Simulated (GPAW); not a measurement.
# ZrCo3B2 (P6/mmm) in GPAW: reference runs

Aim: a first look at ZrCo3B2 with PBEsol, on the cell as given.

Everything below comes from runs of GPAW 26.7.0. Logs are shortened: lines on timing, memory, paths and dates and some standing lists are left out, and cuts for length are marked. The log counts tension as positive stress, the text compression.

### 1 The crystal as given

The structure is hexagonal, space group P6/mmm (No. 191). Conventional cell: a = 4.863 Å, b = 4.863 Å, c = 3.043 Å, α = 90.00°, β = 90.00°, γ = 120.00°. Zr (site symmetry 6/mmm) is surrounded by 6 B at 2.81 Å and 12 Co at 2.87 Å and 2 Zr at 3.04 Å. Around Co (site symmetry mmm) lie 4 B at 2.07 Å. Around B (site symmetry -6m2) lie 6 Co at 2.07 Å.

### 2 Single point, PBEsol, collinear spin, ferromagnetic start

run.py reads:

```python
from ase import Atoms
from ase.dft.bandgap import bandgap
from ase.io import write
from ase.units import GPa
from gpaw import GPAW, PW, setup_paths

setup_paths.insert(0, '.')

atoms = Atoms(['Zr', 'Co', 'Co', 'Co', 'B', 'B'],
              cell=[[4.863, 0.0, 0.0],
                    [-2.4315, 4.2114815386, 0.0],
                    [0.0, 0.0, 3.043]],
              scaled_positions=[[0.0, 0.0, 0.0],
                                [0.0, 0.5, 0.5],
                                [0.5, 0.5, 0.5],
                                [0.5, 0.0, 0.5],
                                [0.6666666667, 0.3333333333, 0.0],
                                [0.3333333333, 0.6666666667, 0.0]],
              pbc=True)
atoms.set_initial_magnetic_moments([0.0, 2.0, 2.0, 2.0, 0.0, 0.0])

calc = GPAW(mode=PW(800),
            xc='PBEsol',
            kpts={'size': (6, 6, 9), 'gamma': True},
            occupations={'name': 'fermi-dirac', 'width': 0.05},
            nbands=45,
            convergence={'density': 1e-05, 'energy': 1e-05},
            maxiter=150,
            txt='gpaw.txt')
atoms.calc = calc
energy = atoms.get_potential_energy()
forces = atoms.get_forces()
stress = atoms.get_stress()
calc.write('gs.gpw')
write('result.traj', atoms)
print(f'Energy: {energy:.6f} eV')
print('Forces (eV/A):')
print(forces.round(4))
print('Stress (GPa):', (stress / GPa).round(3))
print('Moments:', calc.get_magnetic_moments().round(3))
print('Fermi level:', round(calc.get_fermi_level(), 4), 'eV')
print(f'Gap: {bandgap(calc)[0]:.4f} eV, direct: {bandgap(calc, direct=True)[0]:.4f} eV')
```

Potentials or basis: PAW data sets generated in the run's folder for this functional, pw.

Run with:

```console
gpaw-setup -f PBEsol B Co Zr
OMP_NUM_THREADS=1 python run.py
```

gpaw.txt:

```text
__  _  _
 | _ |_)|_||  |
 |__||  | ||/\| - 26.7.0

Input parameters:
  mode=PW(ecut=800.0),
  convergence={'density': 1e-05, 'energy': 1e-05},
  kpts=MonkhorstPack(size=(6, 6, 9), gamma=True),
  maxiter=150,
  nbands=45,
  occupations=Occupations(name='fermi-dirac', width=0.05),
  xc=XC(name='PBEsol')

Diagonalizing LCAO Hamiltonian
Converting LCAO to pw mode

        Co    Co
                Co
            B    B
          Zr

Atoms  # Å, Bohr magnetons
|   | symbol |         x |        y |        z |    initial magnetic moments |
|---|--------|-----------|----------|----------|-----------------------------|
| 0 |     Zr |  0.000000 | 0.000000 | 0.000000 | ( 0.0000,  0.0000,  0.0000) |
| 1 |     Co | -1.215750 | 2.105741 | 1.521500 | ( 0.0000,  0.0000,  2.0000) |
| 2 |     Co |  1.215750 | 2.105741 | 1.521500 | ( 0.0000,  0.0000,  2.0000) |
| 3 |     Co |  2.431500 | 0.000000 | 1.521500 | ( 0.0000,  0.0000,  2.0000) |
| 4 |      B |  2.431500 | 1.403827 | 0.000000 | ( 0.0000,  0.0000,  0.0000) |
| 5 |      B | -0.000000 | 2.807654 | 0.000000 | ( 0.0000,  0.0000,  0.0000) |

Unit cell  # Å
| periodic |         x |        y |        z |  lengths |     angles |
|----------|-----------|----------|----------|----------|------------|
|      yes |  4.863000 | 0.000000 | 0.000000 | 4.863000 |  90.000000 |
|      yes | -2.431500 | 4.211482 | 0.000000 | 4.863000 |  90.000000 |
|      yes |  0.000000 | 0.000000 | 3.043000 | 3.043000 | 120.000000 |

Number of symmetries: 24
Symmetry operations  # r_c * U_cc + t_c -> r_c
|    | kind |            matrix            |
|----|------|------------------------------|
|  0 |  σ   |  1, 1, 0,  0,-1, 0,  0, 0, 1 |
|  1 |  C2  |  1, 1, 0,  0,-1, 0,  0, 0,-1 |
|  2 |  C6  |  1, 1, 0, -1, 0, 0,  0, 0, 1 |
|  3 |  S6  |  1, 1, 0, -1, 0, 0,  0, 0,-1 |
|  4 |  E   |  1, 0, 0,  0, 1, 0,  0, 0, 1 |
|  5 |  σ   |  1, 0, 0,  0, 1, 0,  0, 0,-1 |
|  6 |  σ   |  1, 0, 0, -1,-1, 0,  0, 0, 1 |
|  7 |  C2  |  1, 0, 0, -1,-1, 0,  0, 0,-1 |
|  8 |  σ   |  0, 1, 0,  1, 0, 0,  0, 0, 1 |
|  9 |  C2  |  0, 1, 0,  1, 0, 0,  0, 0,-1 |
| 10 |  C3  |  0, 1, 0, -1,-1, 0,  0, 0, 1 |
| 11 |  S3  |  0, 1, 0, -1,-1, 0,  0, 0,-1 |
| 12 |  C6  |  0,-1, 0,  1, 1, 0,  0, 0, 1 |
| 13 |  S6  |  0,-1, 0,  1, 1, 0,  0, 0,-1 |
| 14 |  σ   |  0,-1, 0, -1, 0, 0,  0, 0, 1 |
| 15 |  C2  |  0,-1, 0, -1, 0, 0,  0, 0,-1 |
| 16 |  σ   | -1, 0, 0,  1, 1, 0,  0, 0, 1 |
| 17 |  C2  | -1, 0, 0,  1, 1, 0,  0, 0,-1 |
| 18 |  C2  | -1, 0, 0,  0,-1, 0,  0, 0, 1 |
| 19 |  i   | -1, 0, 0,  0,-1, 0,  0, 0,-1 |
| 20 |  C3  | -1,-1, 0,  1, 0, 0,  0, 0, 1 |
| 21 |  S3  | -1,-1, 0,  1, 0, 0,  0, 0,-1 |
| 22 |  σ   | -1,-1, 0,  0, 1, 0,  0, 0, 1 |
| 23 |  C2  | -1,-1, 0,  0, 1, 0,  0, 0,-1 |

BZ-sampling:
  Number of BZ points: 324
  Number of IBZ points: 35

  Monkhorst-Pack size: [6, 6, 9]
  Monkhorst-Pack shift: [0.08333333333333333, 0.08333333333333333, 0.0]

K-points  # in reciprocal-cell coordinates
|     |                                coordinates |     weight |
|-----|--------------------------------------------|------------|
|   0 | (  0.00000000,   0.00000000,   0.00000000) | 0.00308642 |
|   1 | (  0.00000000,   0.00000000,   0.11111111) | 0.00617284 |
|   2 | (  0.00000000,   0.00000000,   0.22222222) | 0.00617284 |
[... 124 lines left out ...]
  History deletion threshold: 6.0
  Fourier metric: weight=20.0, sigma=0.015

occupation numbers:
  Fermi-Dirac:
    width: 0.0500  # eV

poisson solver:
  ecut: 6400.0  # eV

xc functional:
  name: PBEsol with 2 nearest neighbor stencil

convergence criteria:
- Maximum integral of absolute [dens]ity change: 1e-05 electrons / valence electron
- Maximum [total energy] change in last 3 cyles: 1e-05 eV / valence electron
- Maximum integral of absolute [eigenst]ate change: 4e-08 eV^2 / valence electron
maximum number of iterations: 150

SCF iterations
|iter     | |      energy | eigst |  dens |  magmom |
|---------|-|-------------|-------|-------|---------|
|iter:   1| |  -52.943809 | +0.63 |       |  +6.0129|
|iter:   2| |  -52.697127 | -1.40 | -0.80 |  +5.8100|
|iter:   3| |  -57.473948 | -0.60 | -0.83 |  +3.5722|
|iter:   4| |  -54.186361 | -0.71 | -0.64 |  +3.2972|
|iter:   5| |  -52.694840 | -1.35 | -0.92 |  +2.9212|
|iter:   6| |  -52.851356 | -1.94 | -1.11 |  +0.9195|
|iter:   7| |  -52.848100 | -2.46 | -1.38 |  -0.4076|
|iter:   8| |  -52.870184 | -2.91 | -1.69 |  +0.0117|
|iter:   9| |  -52.871452 | -3.85 | -2.15 |  -0.0362|
|iter:  10| |  -52.873021 | -4.24 | -2.41 |  -0.0289|
|iter:  11| |  -52.873114 | -5.32 | -2.96 |  -0.0097|
|iter:  12| |  -52.873124c| -6.56 | -3.65 |  -0.0023|
|iter:  13| |  -52.873127c| -7.00 | -4.02 |  -0.0010|
|iter:  14| |  -52.873128c| -7.42c| -4.38 |  -0.0007|
|iter:  15| |  -52.873128c| -7.55c| -4.77 |  -0.0004|
|iter:  16| |  -52.873128c| -7.93c| -5.13c|  -0.0001|

Converged in 16 steps
Energy contributions relative to reference atoms: (reference = -212776.147048)

Energy contributions:
  Kinetic:          29.826968
  Coulomb:         -26.574577
  Zero:              0.228124
  External:          0.000000
  Xc:              -56.341688
  Entropy:          -0.023910
  Spinorbit:         0.000000
  ----------------------------
  Free energy:     -52.885083
  Extrapolated:    -52.873128

dipole moment: (-15.489013, -26.827758, -20.503580)  # |e|*Ang

Total magnetic moment: (0.000000, 0.000000, -0.000145)

Local magnetic moments
|        x |        y |         z |
|----------|----------|-----------|
| 0.000000 | 0.000000 | -0.000034 |  # Zr   0
| 0.000000 | 0.000000 | -0.000002 |  # Co   1
| 0.000000 | 0.000000 | -0.000002 |  # Co   2
| 0.000000 | 0.000000 | -0.000002 |  # Co   3
| 0.000000 | 0.000000 | -0.000007 |  # B    4
| 0.000000 | 0.000000 | -0.000007 |  # B    5

Fermi level: 11.275
Eigenvalues  # (at kpt = [0.000, 0.000, 0.000])
| band index |      eig [eV] | occ [0-1] |      eig [eV] | occ [0-1] |
|------------|---------------|-----------|---------------|-----------|
|          0 |       -37.516 |     1.000 |       -37.516 |     1.000 |
|        ... |               |           |               |           |
|         14 |         9.071 |     1.000 |         9.071 |     1.000 |
|         15 |        10.324 |     1.000 |        10.324 |     1.000 |
|         16 |        10.324 |     1.000 |        10.324 |     1.000 |
|         17 |        10.342 |     1.000 |        10.342 |     1.000 |
|         18 |        10.342 |     1.000 |        10.342 |     1.000 |
|         19 |        10.539 |     1.000 |        10.539 |     1.000 |
[... 8 lines left out ...]
|         28 |        15.346 |     0.000 |        15.346 |     0.000 |
|         29 |        17.065 |     0.000 |        17.065 |     0.000 |
|        ... |               |           |               |           |
|         44 |        27.024 |     0.000 |        27.024 |     0.000 |

No gap
No difference between direct/indirect transitions

Forces  # eV/Ang
|        x |        y |       z |
|----------|----------|---------|
|  0.00000 | -0.00000 | 0.00000 |  # Zr   0
|  0.00000 |  0.00000 | 0.00000 |  # Co   1
|  0.00000 |  0.00000 | 0.00000 |  # Co   2
|  0.00000 |  0.00000 | 0.00000 |  # Co   3
| -0.00000 | -0.00000 | 0.00000 |  # B    4
| -0.00000 |  0.00000 | 0.00000 |  # B    5

Stress tensor  # eV/Ang^3
|         x |         y |        z |
|-----------|-----------|----------|
|  0.050450 | -0.000000 | 0.000000 |
| -0.000000 |  0.050450 | 0.000000 |
|  0.000000 |  0.000000 | 0.046278 |

# Writing to gs.gpw (mode='')
```

stdout:

```text
Energy: -52.873128 eV
Forces (eV/A):
[[ 0. -0.  0.]
 [ 0.  0.  0.]
 [ 0.  0.  0.]
 [ 0.  0.  0.]
 [-0. -0.  0.]
 [-0.  0.  0.]]
Stress (GPa): [ 8.083  8.083  7.415  0.     0.    -0.   ]
Moments: [-0. -0. -0. -0. -0. -0.]
Fermi level: 11.2748 eV
Gap: 0.0000 eV, direct: 0.0000 eV
```

Run time: 3.9 min. Hardware: 1 thread of Arm Neoverse V2, shared host; peak memory 0.38 GiB.

Results:

```yaml
Free_energy: -52.8851 eV
Pressure: -7.9 GPa
Band_gap_on_the_k_mesh: none (metal or under the smearing width)
Net_moment: 0.00 μB per cell
```

Caveat: the starting moments collapsed, and a magnetic state may lie lower.
